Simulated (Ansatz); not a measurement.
Ba2Tl5V3O12:

```
Ba V Tl O
1.0
    10.97457    0.00000    0.00000
     0.00000   10.97457    0.00000
     0.00000    0.00000    6.60400
Ba V Tl O
2 3 5 12
Direct
  0.00000 0.50000 0.00000
  0.50000 0.00000 0.00000
  0.50000 0.50000 0.00000
  0.50000 0.00000 0.50000
  0.00000 0.50000 0.50000
  0.50000 0.50000 0.50000
  0.71260 0.28740 0.40228
  0.28740 0.71260 0.40228
  0.71260 0.71260 0.59772
  0.28740 0.28740 0.59772
  0.41064 0.58936 0.15770
  0.58936 0.41064 0.15770
  0.58936 0.58936 0.84230
  0.41064 0.41064 0.84230
  0.58661 0.08570 0.33378
  0.41339 0.08570 0.66622
  0.58661 0.91430 0.66622
  0.41339 0.91430 0.33378
  0.08570 0.58661 0.33378
  0.08570 0.41339 0.66622
  0.91430 0.58661 0.66622
  0.91430 0.41339 0.33378
```

The cell was built by a generator and needn't be a form met in nature.

```yaml
Program: Ansatz 0.2.0
Task: single point
Functional: PBE
Potentials_or_basis: Ansatz PAW
Cutoff: "420 eV (not typed: the program's choice for these potentials)"
k_mesh: 3 × 3 × 4
Occupations: fermi-dirac, width 0.05 eV
Spin: collinear spin, ferromagnetic start
Starting_moments: "[0.0, 0.0, 2.0, 2.0, 2.0, 0.0, 0.0, 0.0, 0.0, 0.0, 0.0, 0.0, 0.0, 0.0, 0.0, 0.0, 0.0, 0.0, 0.0, 0.0, 0.0, 0.0] μB"
```

On this cell: pressure 0.0 GPa; largest force 0.004 eV/Å; net moment 0.00 μB per cell; band gap on the k mesh 2.57 eV, indirect (least direct gap 2.64 eV).

The same run follows on a disturbed copy (atoms moved at random, drawn with an rms of 0.05 Å):

```
CELL_PARAMETERS angstrom
10.97457 0.00000 0.00000
0.00000 10.97457 0.00000
0.00000 0.00000 6.60400
ATOMIC_POSITIONS crystal
Ba 0.00237 0.50345 0.00263
Ba 0.50325 0.99894 0.99964
V 0.49480 0.49608 0.99716
V 0.49603 0.00367 0.50714
V 0.99945 0.50207 0.50463
Tl 0.49988 0.49740 0.50633
Tl 0.71398 0.29315 0.40002
Tl 0.29212 0.71286 0.40352
Tl 0.71695 0.71495 0.59904
Tl 0.28878 0.28772 0.59464
O 0.40674 0.58805 0.15568
O 0.59061 0.41489 0.16125
O 0.58253 0.58667 0.84450
O 0.40947 0.40888 0.84991
O 0.58728 0.08355 0.34103
O 0.41744 0.08633 0.66737
O 0.58186 0.91144 0.67070
O 0.41205 0.91409 0.33588
O 0.08427 0.59135 0.33601
O 0.08500 0.41479 0.66716
O 0.91219 0.58623 0.66592
O 0.91258 0.41289 0.33962
```

Problem. What does the disturbed cell give?

Solution. The energy moves by +16.4 meV/atom; pressure 0.6 GPa; largest force 4.223 eV/Å; net moment 0.00 μB per cell; band gap on the k mesh 2.48 eV, indirect (least direct gap 2.50 eV).

Forces on the atoms (eV/Å):
```
Ba  -0.054 -0.068  0.212
Ba  -0.001 -0.093  0.612
V    1.381  1.598  2.450
V    1.991 -2.824 -2.427
V    0.128 -0.255 -1.309
Tl  -0.016  0.133 -0.316
Tl  -0.047 -0.101  0.011
Tl   0.011  0.017  0.003
Tl  -0.268  0.032  0.046
Tl  -0.138  0.052  0.008
O   -0.066 -0.170 -0.007
O   -0.164 -0.200 -0.129
O    0.391  0.352 -0.663
O   -1.386 -1.558 -1.387
O   -0.024  0.279 -0.067
O   -1.720  1.762  1.765
O   -0.143  0.296 -0.118
O   -0.014  0.472  0.219
O   -0.310 -0.357  0.290
O    0.252 -0.067  0.248
O   -0.205  0.319  0.543
O    0.402  0.381  0.016
```

Stress tensor (GPa, compression positive):
```
 0.57 -0.19 -0.24
-0.19  0.54  0.54
-0.24  0.54  0.61
```

Caveats: odd divisions of the mesh miss points on the zone boundary, where band edges often lie, so the gap on the mesh can be too wide; spin-orbit coupling is left out, which as a rule narrows the gap of such compounds by several tenths of an eV; the starting moments weren't kept.

A k mesh can miss the band edges.
